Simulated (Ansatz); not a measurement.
**SnH3O2 (SMILES [OH][SnH][OH]) at UHF/STO-3G**

What is the vertical doublet–quartet gap of SnH3O2 at UHF/STO-3G? 

The results are computed with Ansatz 0.2.0.

43 further runs of the same task are left out: 43 set aside as unsound or not needed.

## Step 1: The structure to begin with

SnH3O2: 6 atoms, total charge 0, spin state doublet. As SMILES, `[OH][SnH][OH]`. Geometry: relaxed at PBE0-D4/def2-TZVP. This is one conformer, not always the lowest.

Bond lengths: O1–Sn2 1.978 Å, Sn2–O3 1.963 Å, O1–H4 0.960 Å, Sn2–H5 1.748 Å, O3–H6 0.962 Å. Angles: O1–Sn2–O3 99.7°, O1–Sn2–H5 110.6°, O3–Sn2–H5 104.3°, Sn2–O1–H4 115.0°, Sn2–O3–H6 112.0°.

## Step 2: The energy at UHF/STO-3G

Input file run.yaml:

```yaml
crystal:
  periodic: [false, false, false]
  atoms:
    - {symbol: O, position_ang: [-1.248300, -0.684700, -0.233400]}
    - {symbol: Sn, position_ang: [0.417000, 0.302500, -0.639600]}
    - {symbol: O, position_ang: [1.413900, -0.038300, 1.016700]}
    - {symbol: H, position_ang: [-1.852000, -0.783400, -0.973600]}
    - {symbol: H, position_ang: [0.128600, 2.026100, -0.624300]}
    - {symbol: H, position_ang: [1.182700, -0.886000, 1.408100]}
basis:
  gaussian: {orbitals: STO-3G}
magnetization: {spin_polarized: true, initial_magnetization: 1}
hamiltonian: {xc: hf}
accuracy: high
output: {orbitals: {seedname: orbitals}}
```

On the command line:

```bash
$ ansatz run run.yaml --threads 1 --pin off --max-ram 3480MiB --events-out events.jsonl --progress --plain --runs-dir runs
```

What it wrote:

```text
Warning: RAYON_NUM_THREADS=1 ignored (pool sized by the plan → 1); use --threads N
Functional definition: HF
  name "HF"
  exchange = exact_x
  correlation = 0
767 factors; integrals over basis functions are off by at most 4.8e-9 eV
mean field evaluation 1: about -166331.3842 eV, gradient 2.0e1 eV
mean field evaluation 2: about -166331.4910 eV, gradient 2.0e1 eV
mean field evaluation 4: about -166334.6259 eV, gradient 1.4e0 eV
mean field evaluation 8: about -166334.6763 eV, gradient 1.1e-3 eV
mean field -166334.67053545 eV, -6112.6863964885 hartree, gradient 2.2e-8 eV, S^2 0.757662; 0 other end points of the search recorded, 0 dependent functions left out
reference -166334.67053545 eV, -6112.6863964885 hartree; 35, 34 occupied and 5, 6 virtual orbitals, 767 factors
Total energy: -166334.67053545 eV, -6112.6863964885 hartree
```

It took 1.1 s on 1 thread of Arm Neoverse V1, shared host; peak memory 0.13 GiB.

## Step 3: The quartet

Input file job.yaml:

```yaml
crystal:
  periodic: [false, false, false]
  atoms:
    - {symbol: O, position_ang: [-1.248300, -0.684700, -0.233400]}
    - {symbol: Sn, position_ang: [0.417000, 0.302500, -0.639600]}
    - {symbol: O, position_ang: [1.413900, -0.038300, 1.016700]}
    - {symbol: H, position_ang: [-1.852000, -0.783400, -0.973600]}
    - {symbol: H, position_ang: [0.128600, 2.026100, -0.624300]}
    - {symbol: H, position_ang: [1.182700, -0.886000, 1.408100]}
basis:
  gaussian:
    orbitals: STO-3G
hamiltonian:
  xc: hf
output: {orbitals: {seedname: orbitals}}
accuracy: high
magnetization:
  spin_polarized: true
  initial_magnetization: 3
```

On the command line:

```bash
$ ansatz run job.yaml --threads 1 --pin off --max-ram 3480MiB --events-out events.jsonl --progress --plain --runs-dir runs
```

What it wrote:

```text
Warning: RAYON_NUM_THREADS=1 ignored (pool sized by the plan → 1); use --threads N
[... 4 set-up lines as earlier in the session ...]
767 factors; integrals over basis functions are off by at most 4.8e-9 eV
mean field evaluation 1: about -166325.1957 eV, gradient 1.2e1 eV
mean field evaluation 2: about -166325.4797 eV, gradient 1.2e1 eV
mean field evaluation 4: about -166327.9524 eV, gradient 3.4e0 eV
mean field evaluation 8: about -166328.4439 eV, gradient 2.2e-1 eV
mean field evaluation 16: about -166328.4434 eV, gradient 2.7e-8 eV
mean field evaluation 32: about -166328.0108 eV, gradient 1.0e0 eV
mean field evaluation 64: about -166328.2825 eV, gradient 6.1e-2 eV
mean field evaluation 96: about -166328.2810 eV, gradient 3.3e-4 eV
mean field -166328.44335484 eV, -6112.4575518221 hartree, gradient 3.1e-8 eV, S^2 3.760354; 5 other end points of the search recorded, 0 dependent functions left out
reference -166328.44335484 eV, -6112.4575518221 hartree; 36, 33 occupied and 4, 7 virtual orbitals, 767 factors
Total energy: -166328.44335484 eV, -6112.4575518221 hartree
```

It took 2.6 s on 1 thread of Arm Neoverse V1, shared host; peak memory 0.14 GiB.

## Step 4: Results

Level: UHF/STO-3G.

```
                                        quantity           value
                           doublet: total energy  -6112.68640 Eh
     doublet: HOMO energy (highest over α and β)        -5.56 eV
      doublet: LUMO energy (lowest over α and β)         4.47 eV
                                   doublet: ⟨S²⟩           0.758
                           quartet: total energy  -6112.45755 Eh
     quartet: HOMO energy (highest over α and β)         0.44 eV
      quartet: LUMO energy (lowest over α and β)         5.27 eV
                                   quartet: ⟨S²⟩           3.760
vertical energy of the quartet above the doublet        6.227 eV
```

**Reading.** At this shape the quartet lies 6.23 eV (144 kcal/mol) above the doublet. In a minimal basis such a difference can be off by several eV, whatever the method. Relativity is left out (doublet) although the molecule holds a heavy atom. Relativity is left out (quartet) although the molecule holds a heavy atom.
